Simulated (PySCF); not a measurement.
# One shape, several levels: VNH2Cl2O (SMILES [NH2][V](=[O])([Cl])[Cl])

Wanted: a comparison of 3 runs (HF/def2-TZVP, PBE0/def2-SVP, CCSD/STO-3G) of VNH2Cl2O. 

The calculation is run with PySCF 2.14.0.

1 further run of the same task is left out (it didn't finish).

## Step 1: The system as given

VNH2Cl2O: 7 atoms, total charge 0, spin state singlet. As SMILES, `[NH2][V](=[O])([Cl])[Cl]`. Geometry: relaxed at PBE0-D4/def2-TZVP. This is one conformer, not always the lowest.

Bond lengths: N1–V2 1.794 Å, V2–O3 1.543 Å, V2–Cl4 2.156 Å, V2–Cl5 2.156 Å, N1–H6 1.012 Å, N1–H7 1.009 Å. Angles: N1–V2–O3 104.3°, N1–V2–Cl4 109.8°, N1–V2–Cl5 109.8°, O3–V2–Cl4 111.0°, O3–V2–Cl5 110.9°, Cl4–V2–Cl5 110.8°, V2–N1–H6 121.8°, V2–N1–H7 125.4°, H6–N1–H7 112.8°.

## Step 2: Energy and gradient at HF/def2-TZVP (run 1)

The input, input.py:

```python
import pyscf.grad
from pyscf import gto, scf

system = gto.Mole()
system.atom = [
    ('N', (-0.364200, 0.662600, 0.823200)),
    ('V', (0.300900, -0.449800, -0.417500)),
    ('O', (1.382900, -1.254300, 0.332000)),
    ('Cl', (-1.258600, -1.747900, -1.147000)),
    ('Cl', (1.166900, 0.689000, -2.030800)),
    ('H', (-1.103400, 1.320500, 0.609300)),
    ('H', (-0.063100, 0.711900, 1.785200)),
]
system.verbose = 4
system.basis = 'def2-tzvp'
system.max_memory = 1860
system.build()

calc0 = scf.RHF(system)
calc0.conv_tol = 1e-10
calc0.kernel()
if not calc0.converged:
    calc0 = calc0.newton().run(calc0.mo_coeff, calc0.mo_occ)

e_tot = calc0.e_tot
print('E(%s) = %.9f' % ('HF', e_tot))
grad = calc0.Gradients().kernel()
calc0.analyze()
```

The run is started by

```bash
OMP_NUM_THREADS=1 python input.py
```

Output:

```text
PySCF version 2.14.0

[... 101 lines left out ...]
MO #1   energy= -201.772170765161  occ= 2
[... 23 lines left out ...]
MO #25  energy= -1.08025090006848  occ= 2
[... 23 lines left out ...]
MO #49  energy= 0.249924763731281  occ= 0
[... 23 lines left out ...]
MO #73  energy= 0.717485635280307  occ= 0
[... 23 lines left out ...]
MO #97  energy= 1.77014331591564   occ= 0
[... 23 lines left out ...]
MO #121 energy= 2.40168004157225   occ= 0
[... 23 lines left out ...]
MO #145 energy= 2.84403181149298   occ= 0
[... 23 lines left out ...]
MO #169 energy= 5.51408794457736   occ= 0
[... 23 lines left out ...]
MO #193 energy= 45.1300557175702   occ= 0
[... 203 lines left out ...]
Dipole moment(X, Y, Z, Debye): -1.52007,  2.32366,  2.24087
```

Wall time 2.1 min (1 thread of Intel Xeon at 2.70GHz, shared host); peak memory 1.4 GiB.

## Step 3: Energy and forces at PBE0/def2-SVP (run 2)

The input, start.xyz:

```xyz
7

N     -0.364200     0.662600     0.823200
V      0.300900    -0.449800    -0.417500
O      1.382900    -1.254300     0.332000
Cl    -1.258600    -1.747900    -1.147000
Cl     1.166900     0.689000    -2.030800
H     -1.103400     1.320500     0.609300
H     -0.063100     0.711900     1.785200
```

The input, job.py:

```python
import pyscf.grad
from pyscf import gto, dft

mol = gto.M(
    atom='start.xyz',
    max_memory=1860,
    verbose=4,
    basis='def2-svp',
)

ks = dft.RKS(mol)
ks.xc = 'pbe0'
ks.conv_tol = 1e-10
ks.grids.level = 5
ks.kernel()
if not ks.converged:
    ks = ks.newton().run(ks.mo_coeff, ks.mo_occ)

e_tot = ks.e_tot
print(f'total energy: {e_tot:.8f} hartree')
grad = ks.Gradients().kernel()
ks.analyze()
```

The run is started by

```bash
OMP_NUM_THREADS=1 python job.py
```

Output:

```text
PySCF version 2.14.0

[... 80 lines left out ...]
converged SCF energy = -1994.58975645939
[... 30 lines left out ...]
MO #7   energy= -18.9846985109876  occ= 2
[... 13 lines left out ...]
MO #21  energy= -1.79694861647899  occ= 2
[... 13 lines left out ...]
MO #35  energy= -0.343808398181155 occ= 2
[... 13 lines left out ...]
MO #49  energy= 0.256148111360908  occ= 0
[... 13 lines left out ...]
MO #63  energy= 0.785438235100319  occ= 0
[... 13 lines left out ...]
MO #77  energy= 1.11792259398985   occ= 0
[... 13 lines left out ...]
MO #91  energy= 2.09476528165163   occ= 0
[... 13 lines left out ...]
MO #105 energy= 3.29987814911042   occ= 0
[... 115 lines left out ...]
Dipole moment(X, Y, Z, Debye): -1.44833,  2.32996,  2.45355
```

It took 88 s on 1 thread of Intel Xeon at 2.70GHz, shared host; peak memory 1 GiB.

## Step 4: The energy at CCSD/STO-3G (run 3)

The input, input.py:

```python
from pyscf import gto, scf, cc

molecule = gto.M(
    atom='''
N     -0.364200     0.662600     0.823200
V      0.300900    -0.449800    -0.417500
O      1.382900    -1.254300     0.332000
Cl    -1.258600    -1.747900    -1.147000
Cl     1.166900     0.689000    -2.030800
H     -1.103400     1.320500     0.609300
H     -0.063100     0.711900     1.785200
''',
    max_memory=1860,
    verbose=4,
    basis='sto-3g',
)

mf = scf.RHF(molecule)
mf.conv_tol = 1e-10
mf.kernel()
if not mf.converged:
    mf = mf.newton().run(mf.mo_coeff, mf.mo_occ)

mycc = cc.CCSD(mf, frozen=17)
mycc.kernel()
etot = mycc.e_tot
print('E(%s) = %.9f' % ('CCSD', etot))
mf.analyze()
```

The run is started by

```bash
OMP_NUM_THREADS=1 python input.py
```

Output:

```text
PySCF version 2.14.0

[... 69 lines left out ...]
converged SCF energy = -1971.33164299071
[... 36 lines left out ...]
Two-electron Coulomb Energy =         1325.546390280647529
[... 8 lines left out ...]
MO #6   energy= -20.4858963429401  occ= 2
[... 6 lines left out ...]
MO #13  energy= -7.79598478141267  occ= 2
[... 6 lines left out ...]
MO #20  energy= -2.33525808127049  occ= 2
[... 6 lines left out ...]
MO #27  energy= -0.560654659099165 occ= 2
[... 6 lines left out ...]
MO #34  energy= -0.427314054835665 occ= 2
[... 6 lines left out ...]
MO #41  energy= 0.223288507511161  occ= 0
[... 6 lines left out ...]
MO #48  energy= 0.747767239262783  occ= 0
[... 58 lines left out ...]
Dipole moment(X, Y, Z, Debye): -0.61183,  1.73764,  3.11834
```

Wall time 3.6 s (1 thread of Intel Xeon at 2.70GHz, shared host); peak memory 0.13 GiB.

## Step 5: Overview of the runs

```csv
run,level,integration grid,task,energy (Eh),dipole moment (D) of the reference,HOMO energy (eV),LUMO energy (eV),wall time
1,HF/def2-TZVP,–,gradient,-1992.473497,3.57,-11.89,0.56,2.1 min
2,PBE0/def2-SVP,5,gradient,-1994.589756,3.68,-8.55,-3.41,88 s
3,CCSD/STO-3G,–,energy,-1971.702903,3.62,-10.09,4.49,3.6 s
```

## Step 6: What came out

| quantity | value |
| --- | --- |
| run 3: total energy | -1971.70290 Eh |
| run 3: dipole moment (Hartree–Fock density) | 3.62 D |
| run 3: HOMO energy (Hartree–Fock orbitals) | -10.09 eV |
| run 3: LUMO energy (Hartree–Fock orbitals) | 4.49 eV |
| run 3: HOMO–LUMO gap (Hartree–Fock orbitals) | 14.57 eV |
| run 3: correlation energy (17 core orbitals frozen) | -371.3 mEh |
| run 3: T1 diagnostic | 0.025 |

In run 3 the basis is minimal, so the values are rough. All runs together took 3.6 min, the longest 2.1 min.
